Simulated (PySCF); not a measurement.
# CuOF: singlet, from a bent start

Aim: relax CuOF as a singlet from a bent start, check by its vibrations whether the end is a minimum, and collect its spectrum and constants.

Computed with PySCF 2.14.0. Level: PBE0, basis Cu def2-TZVP, O def2-TZVP, F def2-TZVP, no relativity, density fitting.

**1. Where the work starts**

3 atoms, charge 0, spin multiplicity 1.

Bond lengths: Cu1–O2 1.720 Å, Cu1–F3 1.760 Å. Angles: O2–Cu1–F3 110.0°.

Z-matrix (Å, degrees; charge 0 multiplicity 1):
```
Cu
O  1 1.7200
F  1 1.7600 2 110.00
```

**2. Finding the electronic state**

One driver script runs all steps and calls PySCF; scf.py shows how it sets up the SCF of each step. The optimiser is the driver's own. After this first run the driver tries any further starts and a stability analysis.

Input file scf.py:

```python
from pyscf import gto, scf, dft
mol = gto.M(atom='''
Cu     0.000000     0.000000     0.000000
O     -1.408900     0.000000     0.986600
F      1.441700     0.000000     1.009500''',
    basis={'Cu': 'def2-TZVP', 'O': 'def2-TZVP', 'F': 'def2-TZVP'},
    charge=0, spin=0)
mf = dft.RKS(mol, xc='PBE0')
mf.grids.atom_grid = (50, 194)
aux = {'Cu': 'def2-universal-JKFIT', 'O': 'def2-universal-JKFIT', 'F': 'def2-universal-JKFIT'}
mf = mf.density_fit(auxbasis=aux)
mf.conv_tol = 1e-08
mf.diis_space = 10
mf.max_cycle = 60
mf.init_guess = 'minao'
mf.verbose = 4
mf.kernel()
```

Run with:

```console
OMP_NUM_THREADS=2 python axn.py task.json out
```

After this run come: Relaxation: bent start, singlet; Hessian and properties; The broken-symmetry singlet; Is it a minimum? Harmonic modes.

What does the calculation give? Wanted: minimum; geometry; wavenumbers; dipole moment; highest occupied, lowest empty level; polar-tensor charge of Cu1; zero-point energy; atomisation energy; ⟨S²⟩.

**Answer**, as computed:

| quantity | value |
| --- | --- |
| minimum | broken-symmetry (Ms = 0), C∞v |
| geometry | Cu–F 1.721 Å, Cu–O 1.709 Å; F–Cu–O 180.0° |
| wavenumbers (cm⁻¹) | 86, 184, 588, 756 |
| dipole moment | 1.22 D |
| highest occupied, lowest empty level (either spin) | -9.81, -5.75 eV |
| polar-tensor charge of Cu1 | +1.02 e |
| zero-point energy | 9.7 kJ/mol |
| entropy at 298.15 K | 262.0 J/(mol K) |
| atomisation energy (no zero-point energy) | 578 kJ/mol |
| ⟨S²⟩ | 1.007 |

What this shows: From Cs at the start the molecule goes to a C∞v minimum. The determinant is spin-contaminated (⟨S²⟩ = 1.01 against 0.00), so it is no pure spin state. In the infrared the band at 756 cm⁻¹ (stretch) leads. Other starts or spin states, not run here, may lie lower. The SCF density has lower symmetry than the nuclear frame.
